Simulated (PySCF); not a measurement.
# C5H6O4: the cost of one run

Programs: PySCF 2.14.0, with routines of our own; each step states its level. All values are computed. Atoms count from 0.

## 1. The system as given

15 atoms, charge 0, multiplicity 1; geometry from: GFN2-xTB.

## 2. Magnetic properties: GIAO B3LYP/pcSseg-1

Job settings and geometry (Å):

```
{"job": {"kind": "mag", "xc": "B3LYP", "basis": "pcSseg-1", "isotopologues": 0}, "charge": 0, "multiplicity": 1}
C      2.398106     0.383878    -0.397385
O      1.572679    -0.616715     0.155658
C      0.230811    -0.496550     0.018828
C     -0.478025    -1.608704     0.694735
O     -1.653649    -1.843851     0.627042
C     -0.394283     0.475990    -0.669292
O     -1.767283     0.570059    -0.769941
C     -2.494695     0.697294     0.343483
O     -2.082313     0.854969     1.449421
H      3.414099     0.114012    -0.115381
H      2.152811     1.368450     0.011503
H      2.316774     0.408981    -1.488139
H      0.220481    -2.242037     1.268935
H      0.116655     1.262260    -1.207461
H     -3.556582     0.679953     0.056082
```

With the program's defaults for keys left out, this is: GIAO B3LYP/pcSseg-1 magnetisability, rotational g tensor and spin-rotation constants, non-relativistic, gas phase.

The run is started by

```sh
OMP_NUM_THREADS=1 python excited_run.py task.json out
```

One launch serves the whole session: the jobs run in the order shown.

**Question.** How long does this first job take on 1 thread of Arm Neoverse V1, shared host, and how much memory does it need?

About 30 s, with a peak of 0.8 GiB.
